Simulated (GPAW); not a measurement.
**AlCl2F (SMILES [F][Al]([Cl])[Cl]) at 3 levels**

We compute a comparison of 3 runs (PBE/real-space grid, vdW-DF-cx/real-space grid, PBE/dzp) of AlCl2F. Input form: an ASE script.

The results are computed with GPAW 26.7.0.

2 further runs of the same task are left out: 2 set aside as unsound or not needed.

## (1) The molecule

The species is AlCl2F (4 atoms), meant as a singlet with charge 0. As SMILES, `[F][Al]([Cl])[Cl]`. Geometry: a GFN2-xTB relaxation, a rough one for these elements and not checked as a minimum.

Bond lengths: Al1–Cl2 2.019 Å, Al1–Cl3 2.019 Å, Al1–F4 1.655 Å. Angles: Cl2–Al1–Cl3 127.3°, Cl2–Al1–F4 116.4°, Cl3–Al1–F4 116.4°.

## (2) The charge distribution at PBE/real-space grid (scalar-relativistic datasets) (run 1)

Contents of gs.xyz:

```xyz
4

Al    -0.017680    -0.029510    -0.000030
Cl     1.994930    -0.186520     0.014240
Cl    -1.111650     1.666840    -0.016240
F     -0.865600    -1.450810     0.002030
```

Contents of gs.py:

```python
import numpy as np
from ase.io import read
from ase.units import Debye
from gpaw import GPAW

# Structure
atoms = read("gs.xyz")
atoms.center(vacuum=4.5)

# GPAW settings
calc = GPAW(mode="fd", h=0.18, xc="PBE", maxiter=150, txt="-")
atoms.calc = calc

energy = atoms.get_potential_energy()
print(f"Energy = {energy:.5f} eV")
forces = atoms.get_forces()
print("Forces (eV/Ang)")
for symbol, f in zip(atoms.symbols, forces):
    print(f'{symbol:2} {f[0]:9.4f} {f[1]:9.4f} {f[2]:9.4f}')
dipole = atoms.get_dipole_moment() / Debye
print(f"Dipole                  {np.linalg.norm(dipole):.3f} D")
homo, lumo = calc.get_homo_lumo()
print(f"HOMO                    {homo:.3f} eV")
print(f"LUMO = {lumo:.3f} eV")
print(f"Gap = {lumo - homo:.3f} eV")
```

Run with:

```console
OMP_NUM_THREADS=1 python gs.py
```

The program printed:

```text
[...]
Number of symmetries: 1
[...]
  Number of IBZ points: 1
[...]
Spin-components: 1 (collinear spins)
Bands:           16
[...]
  Valence electrons: 24.0
[...]
  Grid points: [68 68 52]
  Charge: 0.0  # |e|
[...]
    cutoffs:
[...]
occupation numbers:
  # Zero width
[...]
xc functional:
  name: PBE with 2 nearest neighbor stencil
[...]
|iter     |     time |      energy | eigst |  dens |
[...]
|iter:   1| 00:00:05 |  -17.855466 | +0.71 |       |
[...]
|iter:  13| 00:00:31 |  -16.611437c| -7.48c| -5.75c|
Converged in 13 steps
[...]
Energy contributions relative to reference atoms: (reference = -34427.402842)
Energy contributions:
  Kinetic:          26.058816
  Coulomb:         -25.415471
  Zero:              0.497581
  External:          0.000000
  Xc:              -17.752364
  Entropy:           0.000000
  Spinorbit:         0.000000
  ----------------------------
  Free energy:     -16.611437
  Extrapolated:    -16.611437
dipole moment: (0.102979, 0.172565, -0.000328)  # |e|*Ang
Fermi level: -5.204
[...]
Gap: 6.196 eV
Transition (v -> c):
[...]
Forces (eV/Ang)
Al   -0.5248   -0.8906    0.0015
Cl    1.2390    0.0467    0.0067
Cl   -0.5501    1.1240   -0.0045
F    -0.1735   -0.2393   -0.0161
Dipole                  0.965 D
HOMO                    -8.302 eV
LUMO = -2.106 eV
Gap = 6.196 eV
```

It took 32 s on 1 thread of Intel Xeon at 2.70GHz, shared host; peak memory 0.64 GiB.

## (3) The charge distribution at vdW-DF-cx/real-space grid (scalar-relativistic datasets) (run 2)

Contents of alcl2f.xyz:

```xyz
4

Al    -0.017680    -0.029510    -0.000030
Cl     1.994930    -0.186520     0.014240
Cl    -1.111650     1.666840    -0.016240
F     -0.865600    -1.450810     0.002030
```

Contents of sp.py:

```python
import numpy as np
from ase.io import read
from ase.units import Debye
from gpaw import GPAW

mol = read("alcl2f.xyz")
mol.center(vacuum=4.5)

calculator = GPAW(mode="fd",
                  xc={"name": "vdW-DF-cx", "backend": "libvdwxc"},
                  maxiter=100,
                  h=0.2,
                  txt="alcl2f.txt")
mol.calc = calculator

energy = mol.get_potential_energy()
print(f"Energy                  {energy:.5f} eV")
forces = mol.get_forces()
print("Forces (eV/Ang)")
for symbol, f in zip(mol.symbols, forces):
    print(f'{symbol:2} {f[0]:9.4f} {f[1]:9.4f} {f[2]:9.4f}')
dipole = mol.get_dipole_moment() / Debye
print(f"Dipole = {np.linalg.norm(dipole):.3f} D")
homo, lumo = calculator.get_homo_lumo()
print(f"HOMO: {homo:.3f} eV")
print(f"LUMO                    {lumo:.3f} eV")
print(f"Gap: {lumo - homo:.3f} eV")
```

Run with:

```console
python sp.py > sp.log
```

The program printed:

```text
Energy                  13.58214 eV
Forces (eV/Ang)
Al   -0.5343   -0.8999    0.0016
Cl    1.2833    0.0217    0.0095
Cl   -0.5443    1.1264   -0.0106
F    -0.2087   -0.0771   -0.0048
Dipole = 0.959 D
HOMO: -8.289 eV
LUMO                    -2.105 eV
Gap: 6.184 eV
```

alcl2f.txt:

```text
__  _  _
 | _ |_)|_||  |
 |__||  | ||/\| - 26.7.0

units:  Angstrom and eV
cores:  1
OpenMP: False

Versions:
  Python: 3.12.14
  ASE:    3.29.0
  Numpy:  2.5.5
  Scipy:  1.18.1
  Libxc:  7.0.0

Input parameters:
  mode=FD(),
  h=0.2,
  maxiter=100,
  xc=XC(name='vdW-DF-cx', backend='libvdwxc')

[... 51 lines left out ...]
|   |                                coordinates |     weight |
[... 107 lines left out ...]
  Converge bands: occupied
[... 32 lines left out ...]
convergence criteria:
[... 14 lines left out ...]
Converged in 13 steps
[... 15 lines left out ...]
dipole moment: (0.102276, 0.171364, -0.000321)  # |e|*Ang
[... 19 lines left out ...]
Forces  # eV/Ang
|        x |        y |        z |
|----------|----------|----------|
| -0.53435 | -0.89992 |  0.00158 |  # Al   0
|  1.28330 |  0.02172 |  0.00945 |  # Cl   1
| -0.54434 |  1.12641 | -0.01055 |  # Cl   2
| -0.20866 | -0.07712 | -0.00480 |  # F    3

Force computation time: 0.074  # s

timing:  # [seconds]
  Total:  48.957  # ━━━━━━━━━━━━━━━━━━━━━━━━━━━━━━━━━━━━━━━━━━━━━━━━━━━━━━━━━
  Init:    4.295  # ━━━━━
  SCF:    41.860  # ━━━━━━━━━━━━━━━━━━━━━━━━━━━━━━━━━━━━━━━━━━━━━━━━╸
  Forces:  0.074  #

Max RSS: 711.711  # MiB
```

It took 47 s on 1 thread of Intel Xeon at 2.70GHz, shared host; peak memory 0.69 GiB.

## (4) The charge distribution at PBE/dzp (scalar-relativistic datasets) (run 3)

Contents of AlCl2F_sp.py:

```python
import numpy as np
from ase import Atoms
from ase.units import Bohr, Debye
from gpaw import GPAW

# Set up the molecule
positions_bohr = np.array(
              [[ -0.033410,  -0.055766,  -0.000057],
               [  3.769871,  -0.352472,   0.026910],
               [ -2.100714,   3.149871,  -0.030689],
               [ -1.635747,  -2.741634,   0.003836]])
system = Atoms(['Al', 'Cl', 'Cl', 'F'], positions=positions_bohr * Bohr)
system.center(vacuum=4.5)

# DFT calculator
calculator = GPAW(mode='lcao', xc='PBE', basis='dzp', h=0.18, maxiter=150, txt='-')
system.calc = calculator

energy = system.get_potential_energy()
print(f'Energy: {energy:.5f} eV')
forces = system.get_forces()
print('Forces (eV/Ang)')
for symbol, f in zip(system.symbols, forces):
    print(f'{symbol:2} {f[0]:9.4f} {f[1]:9.4f} {f[2]:9.4f}')
dipole = system.get_dipole_moment() / Debye
print(f'Dipole = {np.linalg.norm(dipole):.3f} D')
homo, lumo = calculator.get_homo_lumo()
print(f'HOMO                    {homo:.3f} eV')
print(f'LUMO: {lumo:.3f} eV')
print(f'Gap                     {lumo - homo:.3f} eV')
```

Run with:

```console
python AlCl2F_sp.py
```

The program printed:

```text
[...]
Number of symmetries: 1
[...]
  Number of IBZ points: 1
[...]
basis functions: 52
Spin-components: 1 (collinear spins)
Bands:           16
[...]
  Valence electrons: 24.0
[...]
  Grid points: [68 68 52]
  Charge: 0.0  # |e|
[...]
    cutoffs:
[...]
occupation numbers:
  # Zero width
[...]
xc functional:
  name: PBE with 2 nearest neighbor stencil
[...]
|iter     |     time |      energy | eigst |  dens |
[...]
|iter:   1| 00:00:08 |  -15.612305 |      c|       |
[...]
|iter:   9| 00:00:17 |  -14.697663c|      c| -4.70c|
Converged in 9 steps
[...]
Energy contributions relative to reference atoms: (reference = -34427.402842)
Energy contributions:
  Kinetic:          33.844074
  Coulomb:         -30.170145
  Zero:              0.320766
  External:          0.000000
  Xc:              -18.692358
  Entropy:           0.000000
  Spinorbit:         0.000000
  ----------------------------
  Free energy:     -14.697663
  Extrapolated:    -14.697663
dipole moment: (0.122122, 0.204448, -0.000369)  # |e|*Ang
Fermi level: -4.682
[...]
Gap: 6.498 eV
Transition (v -> c):
[...]
Forces (eV/Ang)
Al   -0.4447   -0.7655    0.0013
Cl    1.4760    0.0427    0.0101
Cl   -0.6669    1.3298   -0.0143
F    -0.3964   -0.5416   -0.0111
Dipole = 1.144 D
HOMO                    -7.931 eV
LUMO: -1.433 eV
Gap                     6.498 eV
```

Run time: 18 s. Hardware: 1 thread of Intel Xeon at 2.70GHz, shared host; peak memory 0.59 GiB.

## (5) The series

```
run                                                     level  grid spacing  iteration cap   energy (Eh)  dipole moment (D)  HOMO energy (eV)  LUMO energy (eV)  wall time
  1        PBE/real-space grid (scalar-relativistic datasets)          0.18            150  -1265.794178               0.97             -8.30             -2.11       32 s
  2  vdW-DF-cx/real-space grid (scalar-relativistic datasets)           0.2            100  -1264.684584               0.96             -8.29             -2.10       47 s
  3                    PBE/dzp (scalar-relativistic datasets)          0.18            150  -1265.723848               1.14             -7.93             -1.43       18 s
```

## (6) Outcome

| quantity | value |
| --- | --- |
| run 3: energy as printed (from the program's reference atoms) | -14.6977 eV |
| run 3: dipole moment | 1.14 D |
| run 3: HOMO energy | -7.93 eV |
| run 3: LUMO energy | -1.43 eV |
| run 3: HOMO–LUMO gap | 6.50 eV |
| run 3: largest force on an atom | 1.488 eV/Å |

What this shows: The dipole moment (its size) runs from 0.96 D (vdW-DF-cx/real-space grid) to 1.14 D (PBE/dzp). The two ends differ in method and basis. The HOMO–LUMO gap runs from 6.18 eV (vdW-DF-cx/real-space grid) to 6.50 eV (PBE/dzp). Totals of different functionals can't be ranked against each other. All runs together took 98 s, the longest 47 s.
